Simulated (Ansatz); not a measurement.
# BCl₃ (SMILES ClB(Cl)Cl): one structure at several levels

The task here is to estimate one member of a computed series from the others.

Method: single points in def2-TZVPP; program: Ansatz 0.2.0, Gaussian basis.

Cores are frozen in the correlated methods.

## Starting geometry

SMILES `ClB(Cl)Cl`, 4 atoms, charge 0, spin multiplicity 1.

Atoms are counted from 1 here; the program's logs count them from 0.

Bond lengths: Cl1–B2 1.513 Å, B2–Cl3 1.841 Å, B2–Cl4 1.898 Å. Angles: Cl1–B2–Cl3 108.6°, Cl1–B2–Cl4 138.9°, Cl3–B2–Cl4 112.4°.

Coordinates:

```
Cl    0.0091    0.3926    1.5259
B    -0.0401    0.1067    0.0410
Cl    0.9102   -1.4345   -0.2915
Cl   -0.6790    0.9197   -1.5510
```

The first run:

Contents of run/in.yaml:

```yaml
crystal:
  periodic: [false, false, false]
  atoms:
    - {symbol: Cl, position_ang: [0.009100, 0.392600, 1.525900]}
    - {symbol: B, position_ang: [-0.040100, 0.106700, 0.041000]}
    - {symbol: Cl, position_ang: [0.910200, -1.434500, -0.291500]}
    - {symbol: Cl, position_ang: [-0.679000, 0.919700, -1.551000]}
basis:
  gaussian: {orbitals: def2-TZVPP}
correlation: {method: ccsd_t}
output: {forces: true}
```

The command line of these runs was not kept.

Steps of the session up to this table: CCSD(T)/def2-TZVPP; PBE0-D4/def2-TZVPP; wB97M-V/def2-TZVPP; r2SCAN-D4/def2-TZVPP; PBE-D4/def2-TZVPP; BHLYP-D4/def2-TZVPP; LC-wPBE/def2-TZVPP.

One of the session's tables, all rows but one given; the rest of the session is left out.

```
   method  RMS force component (eV/Å)  angle to CCSD(T) forces (°)  dipole (D)
  CCSD(T)                       4.331                    reference        1.97
  PBE0-D4                       4.163                          1.3        1.94
  wB97M-V                       4.200                          0.6        2.00
r2SCAN-D4                           ?                            ?           ?
   PBE-D4                       4.142                          0.9        1.85
 BHLYP-D4                       4.168                          1.6        2.02
  LC-wPBE                       4.206                          2.6        2.02
```

Q: Estimate the row for r2SCAN-D4 from the others.

**Answer.** RMS force component (eV/Å): 4.152; angle to CCSD(T) forces (°): 0.3; dipole (D): 1.94. In the column «RMS force component (eV/Å)» it lies between PBE-D4 (4.142) and PBE0-D4 (4.163).
